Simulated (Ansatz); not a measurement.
**Fe: stress in a strained cell**

Fe is deformed so: zz strain of -2 %. What stress and forces result, by LAPW, PAW and all-electron datasets made for the crystal?

Computed with Ansatz 0.2.0 (DFT PBEsol, scalar-relativistic, unless a step's input says otherwise).

## 1. The structure to begin with

The structure is hexagonal, space group P6_3/mmc (No. 194). The conventional cell has a = 2.434 Å, b = 2.434 Å, c = 3.842 Å, α = 90.00°, β = 90.00°, γ = 120.00°. Fe (site symmetry -6m2) has 12 Fe at 2.38 to 2.43 Å as nearest neighbours.

Structure file:

```
Fe
1.0
     2.43416    0.00000    0.00000
    -1.21708    2.10804    0.00000
     0.00000    0.00000    3.84193
Fe
2
Direct
  0.33333 0.66667 0.25000
  0.66667 0.33333 0.75000
```

Atoms are numbered in the order of the input: Fe1, Fe2.

## 2. After the deformation

Space group P6_3/mmc before, P6_3/mmc after.

## 3. All-electron LAPW

The input, input.yaml:

```yaml
crystal:
  lattice:
    - [2.4341575853, 0.0, 0.0]
    - [-1.2170787927, 2.1080423057, 0.0]
    - [0.0, 0.0, 3.7650957806]
  atoms:
    - { symbol: Fe, position: [0.3333333333, 0.6666666667, 0.25] }
    - { symbol: Fe, position: [0.6666666667, 0.3333333333, 0.75] }
kpoints:
  mp_grid: { grid: [17, 17, 10] }
  band_path:
    path:
      - [0.0, 0.0, 0.0]
      - [0.5, 0.0, 0.0]
      - [0.3333333333, 0.3333333333, 0.0]
      - [0.0, 0.0, 0.0]
      - [0.0, 0.0, 0.5]
      - [0.5, 0.0, 0.5]
      - [0.3333333333, 0.3333333333, 0.5]
      - [0.0, 0.0, 0.5]
      - [0.5, 0.0, 0.5]
    npoints: 5
scf:
  occupations: { method: fermi_dirac, width: 0.08 }
hamiltonian:
  xc: pbesol
  pseudopotentials: { kind: all_electron, lapw: { basis_error: 0.00025 } }
output:
  forces: true
  stress: true
  eigenvalues: true
```

Launch:

```console
ansatz run input.yaml --threads 1 --pin off --max-ram 3072MiB --backend cpu --events-out ev --progress --plain --runs-dir out
```

## 4. PAW on the default files

The input, input.yaml:

```yaml
crystal:
  lattice:
    - [2.4341575853, 0.0, 0.0]
    - [-1.2170787927, 2.1080423057, 0.0]
    - [0.0, 0.0, 3.7650957806]
  atoms:
    - { symbol: Fe, position: [0.3333333333, 0.6666666667, 0.25] }
    - { symbol: Fe, position: [0.6666666667, 0.3333333333, 0.75] }
kpoints:
  mp_grid: { grid: [17, 17, 10] }
scf:
  occupations: { method: fermi_dirac, width: 0.08 }
hamiltonian:
  xc: pbesol
  pseudopotentials: { kind: paw }
output:
  forces: true
  stress: true
  eigenvalues: true
  efg: { contact_densities: true }
  write_density: true
  write_potential: true
  elf: true
  volumetric_format: npy
```

## 5. All-electron PAW on datasets made for the crystal

input.yaml: that of step 4 with these lines changed.

```diff
@@ -14,3 +14,3 @@
   xc: pbesol
-  pseudopotentials: { kind: paw }
+  pseudopotentials: { kind: all_electron, datasets: crystal }
 output:
@@ -20,5 +20 @@
   efg: { contact_densities: true }
-  write_density: true
-  write_potential: true
-  elf: true
-  volumetric_format: npy
```

(Steps that only read results are left out.)

Before running it: what results should come out? Wanted: pressure; largest shear or deviatoric stress.

**Answer**, as computed:

| quantity | value |
| --- | --- |
| pressure | LAPW 5.80, PAW 5.90, crystal datasets 5.80 GPa |
| largest shear or deviatoric stress (LAPW) | 7.75 GPa |

What this shows: The largest part of the stress beyond the pressure is 7.75 GPa in size, in the zz component; the atoms are carried along and not relaxed. No run of the undeformed cell stands beside it, so the pressure holds what the given cell had before the change. PAW: stress within 0.17 GPa of LAPW. Crystal datasets: stress within 0.01 GPa of LAPW. Spin polarisation is left out here, though a magnetic state may lie well lower.

Real Fe is ferromagnetic; without spin these runs don't describe its ground state.
